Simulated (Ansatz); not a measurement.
# C₃H₉BrSn: one species, many methods

One table from this session's results is given with a row withheld; the runs are named, their logs left out.

Computed with Ansatz 0.2.0, Gaussian basis. Level: functionals in def2-TZVPP, the program's frozen cores in correlated methods.

Plan: LDA (SPW92), PBE-D4, revPBE-D4, BLYP-D4, r2SCAN-D4, B97M-V, PBE0-D4, B3LYP-D4, r2SCANh-D4, r2SCAN0-D4, HSE06-D4, BHLYP-D4, CAM-B3LYP-D4, LC-ωPBE, ωB97X-V, ωB97M-V, B2PLYP, PBE-QIDH; CCSD(T)/def2-SVP; CCSD(T)/def2-TZVPP; MP2/def2-QZVPP; extrapolation to the limit; RPA on PBE.

**Structure used throughout**

The geometry comes from an earlier relaxation with PBE0-D4 in a triple-zeta def2 set; it is a stationary point, not always the lowest conformer. Sn takes the def2 core potential; no spin-orbit term is included.

SMILES `[CH3][Sn]([CH3])([CH3])[Br]`, 14 atoms, charge 0, spin multiplicity 1.

Atoms are counted from 1 here; the program's logs count them from 0.

Bond lengths: C1–Sn2 2.134 Å, C1–H6 1.091 Å, C1–H7 1.090 Å, C1–H8 1.090 Å, Sn2–C3 2.134 Å, Sn2–C4 2.134 Å, Sn2–Br5 2.510 Å, C3–H9 1.090 Å, C3–H10 1.091 Å, C3–H11 1.090 Å, C4–H12 1.091 Å, C4–H13 1.090 Å, C4–H14 1.090 Å. Angles: Sn2–C1–H6 110.1°, Sn2–C1–H7 109.6°, Sn2–C1–H8 109.6°, H6–C1–H7 109.2°, H6–C1–H8 109.2°, H7–C1–H8 109.1°, C1–Sn2–C3 113.3°, C1–Sn2–C4 113.3°, C1–Sn2–Br5 105.3°, C3–Sn2–C4 113.3°, C3–Sn2–Br5 105.3°, C4–Sn2–Br5 105.3°, Sn2–C3–H9 109.6°, Sn2–C3–H10 110.1°, Sn2–C3–H11 109.6°, H9–C3–H10 109.2°, H9–C3–H11 109.1°, H10–C3–H11 109.2° and more.

The first run:

Input file in.yaml:

```yaml
crystal:
  periodic: [false, false, false]
  atoms:
    - {symbol: C, position_ang: [-1.824554, 0.958234, 0.176330]}
    - {symbol: Sn, position_ang: [0.157157, 0.258788, -0.195643]}
    - {symbol: C, position_ang: [1.341920, 0.097118, 1.572124]}
    - {symbol: C, position_ang: [0.220618, -1.489506, -1.418022]}
    - {symbol: Br, position_ang: [1.248745, 2.060293, -1.560963]}
    - {symbol: H, position_ang: [-2.374985, 0.228216, 0.772237]}
    - {symbol: H, position_ang: [-1.782745, 1.903884, 0.716324]}
    - {symbol: H, position_ang: [-2.341565, 1.111382, -0.770691]}
    - {symbol: H, position_ang: [2.364643, -0.166475, 1.303526]}
    - {symbol: H, position_ang: [0.933261, -0.672492, 2.229171]}
    - {symbol: H, position_ang: [1.346398, 1.051942, 2.097370]}
    - {symbol: H, position_ang: [-0.230942, -2.332333, -0.891955]}
    - {symbol: H, position_ang: [1.256111, -1.729627, -1.658205]}
    - {symbol: H, position_ang: [-0.326861, -1.308821, -2.342804]}
basis:
  gaussian: {orbitals: def2-TZVPP}
hamiltonian: {xc: lda}
output: {orbitals: {seedname: orbitals}}
```

On the command line:

```bash
> ansatz run in.yaml --threads 2 --pin off --events-out ev --progress --plain --max-ram 32768MiB --backend cuda --devices 0, --max-vram 18GiB
```

Among the steps run: LDA; PBE-D4 (GGA); revPBE-D4 (GGA); BLYP-D4 (GGA); r2SCAN-D4 (meta-GGA); B97M-V (meta-GGA); B3LYP-D4 (hybrid); r2SCANh-D4 (hybrid); r2SCAN0-D4 (hybrid); HSE06-D4 (hybrid); BHLYP-D4 (hybrid); CAM-B3LYP-D4 (range-separated); LC-ωPBE (range-separated); ωB97X-V (range-separated); ωB97M-V (range-separated); B2PLYP (double hybrid); PBE-QIDH (double hybrid).

One table of the session follows, with a row left open; its other results are not shown here.

It belongs to the step «Frontier levels by functional». 

| functional | HOMO (eV) | gap (eV) |
| --- | --- | --- |
| LDA (SPW92) | -6.52 | 5.29 |
| PBE-D4 | -6.38 | 5.42 |
| revPBE-D4 | -6.32 | 5.46 |
| BLYP-D4 | -6.21 | 5.30 |
| r2SCAN-D4 | -6.68 | 6.03 |
| B97M-V | -6.77 | 6.13 |
| PBE0-D4 | -7.61 | 7.57 |
| B3LYP-D4 | -7.36 | 7.01 |
| r2SCANh-D4 | ? | ? |
| r2SCAN0-D4 | -7.80 | 7.95 |
| HSE06-D4 | -7.21 | 6.80 |
| BHLYP-D4 | -8.69 | 9.54 |
| CAM-B3LYP-D4 | -8.91 | 9.83 |
| LC-ωPBE | -10.28 | 12.45 |
| ωB97X-V | -9.93 | 11.94 |
| ωB97M-V | -9.80 | 11.52 |

**Question.** Estimate the row for r2SCANh-D4.

Worked estimate for «HOMO (eV)». Against the share of exact exchange, r2SCAN-D4 (0, -6.68), r2SCAN0-D4 (0.25, -7.80) give a slope of -4.48 per unit share; at 0.1 the line stands at -7.13.

The run gave: HOMO (eV): -7.13; gap (eV): 6.80. In «HOMO (eV)» the line misses by 0.00.
